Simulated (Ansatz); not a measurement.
# Na: response to strain

Na is deformed so: zz strain of -1 %. What stress and forces result, by LAPW, PAW and all-electron datasets made for the crystal?

Computed with Ansatz 0.2.0 (DFT LDA, scalar-relativistic, unless a step's input says otherwise).

**1. The structure to begin with**

Symmetry: P6_3/mmc, No. 194, hexagonal system. Conventional cell: a = 3.767 Å, b = 3.767 Å, c = 6.154 Å, α = 90.00°, β = 90.00°, γ = 120.00°. Around Na (site symmetry -6m2) lie 12 Na at 3.77 Å.

Structure file:

```
CELL_PARAMETERS angstrom
3.76700 0.00000 0.00000
-1.88350 3.26232 0.00000
0.00000 0.00000 6.15400
ATOMIC_POSITIONS crystal
Na 0.33333 0.66667 0.25000
Na 0.66667 0.33333 0.75000
```

Atoms are numbered in the order of the input: Na1, Na2.

**2. After the deformation**

Space group P6_3/mmc before, P6_3/mmc after.

**3. All-electron LAPW**

File input.yaml:

```yaml
crystal:
  lattice:
    - [3.7670009976, 0.0, 0.0]
    - [-1.8835004988, 3.26231856, 0.0]
    - [0.0, 0.0, 6.09246]
  atoms:
    - { symbol: Na, position: [0.3333333333, 0.6666666667, 0.25] }
    - { symbol: Na, position: [0.6666666667, 0.3333333333, 0.75] }
kpoints:
  mp_grid: { grid: [11, 11, 6] }
  band_path:
    path:
      - [0.0, 0.0, 0.0]
      - [0.5, 0.0, 0.0]
      - [0.3333333333, 0.3333333333, 0.0]
      - [0.0, 0.0, 0.0]
      - [0.0, 0.0, 0.5]
      - [0.5, 0.0, 0.5]
      - [0.3333333333, 0.3333333333, 0.5]
      - [0.0, 0.0, 0.5]
      - [0.5, 0.0, 0.5]
    npoints: 5
scf:
  occupations: { method: fermi_dirac, width: 0.05 }
hamiltonian:
  xc: lda
  pseudopotentials: { kind: all_electron, lapw: { basis_error: 0.0005 } }
output:
  forces: true
  stress: true
  eigenvalues: true
```

Started as:

```console
> ansatz run input.yaml --threads 1 --pin off --max-ram 3072MiB --backend cpu --events-out ev --progress --plain --runs-dir out
```

**4. PAW on the default files**

File input.yaml:

```yaml
crystal:
  lattice:
    - [3.7670009976, 0.0, 0.0]
    - [-1.8835004988, 3.26231856, 0.0]
    - [0.0, 0.0, 6.09246]
  atoms:
    - { symbol: Na, position: [0.3333333333, 0.6666666667, 0.25] }
    - { symbol: Na, position: [0.6666666667, 0.3333333333, 0.75] }
kpoints:
  mp_grid: { grid: [11, 11, 6] }
scf:
  occupations: { method: fermi_dirac, width: 0.05 }
hamiltonian:
  xc: lda
  pseudopotentials: { kind: paw }
output:
  forces: true
  stress: true
  eigenvalues: true
  efg: { contact_densities: true }
```

**5. All-electron PAW on datasets made for the crystal**

input.yaml: that of step 4 with these lines changed.

```diff
@@ -14,3 +14,3 @@
   xc: lda
-  pseudopotentials: { kind: paw }
+  pseudopotentials: { kind: all_electron, datasets: crystal }
 output:
```

(Steps that only read results are left out.)

Q: Predict the outcome of this session. Wanted: pressure; largest shear or deviatoric stress.

**Answer**, as computed:

| quantity | value |
| --- | --- |
| pressure | LAPW -0.83, PAW -0.83, crystal datasets -0.83 GPa |
| largest shear or deviatoric stress (LAPW) | 0.22 GPa |

The largest part of the stress beyond the pressure is 0.22 GPa in size, in the zz component; the atoms are carried along and not relaxed. No run of the undeformed cell stands beside it, so the pressure holds what the given cell had before the change. PAW: stress within 0.01 GPa of LAPW. Crystal datasets: stress within 0.01 GPa of LAPW.
